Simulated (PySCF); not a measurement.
**CdS: the SCF solver's settings**

Do solver options change the result for CdS, or only the number of cycles?

Method: method and basis as typed in the scripts; program: PySCF 2.14.0.

2 further runs of the same task are left out: 2 that didn't finish.

## (1) Where the work starts

CdS: 2 atoms, charge 0, spin multiplicity 1.

Bond lengths: Cd1–S2 2.329 Å.

## (2) Base script

input.py

```python
from pyscf import gto, dft

mol = gto.M(
    atom='Cd 0 0 0; S 0 0 2.329',
    basis='def2-svp',
    ecp={'Cd': 'def2-svp'},
    charge=0,
    spin=0,
    verbose=4,
)
mf = dft.RKS(mol, xc='b3lyp')
mf.kernel()
mf.mulliken_pop()
mf.dip_moment()
print('orbital energies (hartree):', mf.mo_energy[..., max(0, mol.nelec[1]-3):mol.nelec[0]+3].round(4))
```

Command:

```console
$ OMP_NUM_THREADS=1 python input.py
```

The log of this run is left out.

In short: E(SCF) = -565.827415 Eh, 13 cycles, μ = 5.08 D.

The bond length is a typed value, not an optimised one.

## (3) Convergence threshold 1e-07 hartree

Variant 1 changes convergence threshold: default → 1e-07 hartree.

input.py

```python
from pyscf import gto, dft

mol = gto.M(
    atom='Cd 0 0 0; S 0 0 2.329',
    basis='def2-svp',
    ecp={'Cd': 'def2-svp'},
    charge=0,
    spin=0,
    verbose=4,
)
mf = dft.RKS(mol, xc='b3lyp')
mf.conv_tol = 1e-07
mf.kernel()
mf.mulliken_pop()
mf.dip_moment()
print('orbital energies (hartree):', mf.mo_energy[..., max(0, mol.nelec[1]-3):mol.nelec[0]+3].round(4))
```

Command:

```console
$ OMP_NUM_THREADS=1 python input.py
```

## (4) Point-group symmetry on

Variant 2 changes point-group symmetry: off → on.

input.py: that of step 2 with these lines changed.

```diff
@@ -8,2 +8,3 @@
     spin=0,
+    symmetry=True,
     verbose=4,
```

## (5) Second-order solver on

Variant 3 changes second-order solver: off → on.

input.py: that of step 2 with these lines changed.

```diff
@@ -11,2 +11,3 @@
 mf = dft.RKS(mol, xc='b3lyp')
+mf = mf.newton()
 mf.kernel()
```

## (6) Damping 0.95

Variant 4 changes damping: none → 0.95.

input.py: that of step 2 with these lines changed.

```diff
@@ -11,2 +11,4 @@
 mf = dft.RKS(mol, xc='b3lyp')
+mf.damp = 0.95
+mf.diis_start_cycle = 8
 mf.kernel()
```

**Question.** What will these runs give? Wanted: for each run, E(SCF); from base; gap; SCF dipole.

The runs gave:

```tsv
run	E(SCF) (hartree)	from base (eV)	cycles	gap (eV)	SCF dipole (D)
base	-565.827415	0	13	1.56	5.08
convergence threshold 1e-07 hartree	-565.827415	0.0000	12	1.56	5.09
point-group symmetry on	-565.827415	0.0000	13	1.56	5.08
second-order solver on	-565.676488	+4.1069	5 macro	-3.26	3.88
damping 0.95	-565.827415	0.0000	18	1.56	5.08
```

Distance from each run's final energy (log10 hartree) by cycle:

```tsv
run	cycle 1	cycle 2	cycle 3	cycle 5	cycle 8	cycle 12
base	0.1	1.4	-0.4	-1.7	-3.7	-9.4
convergence threshold 1e-07 hartree	0.1	1.4	-0.4	-1.7	-3.7	-8.5
point-group symmetry on	0.1	1.4	-0.4	-1.9	-4.7	-10.6
second-order solver on	-0.7	-1.9	-6.0	< -11	done	done
damping 0.95	0.1	0.0	0.0	-0.4	-0.3	-2.4
```

In words: The SCF energy stays the same, to the digits that matter, with convergence threshold 1e-07 hartree or point-group symmetry on or damping 0.95. With second-order solver on the SCF ends in another solution, 4.11 eV higher: the path to self-consistency decides the state here. The base needs 13 cycles and the run with damping 0.95 needs 18.
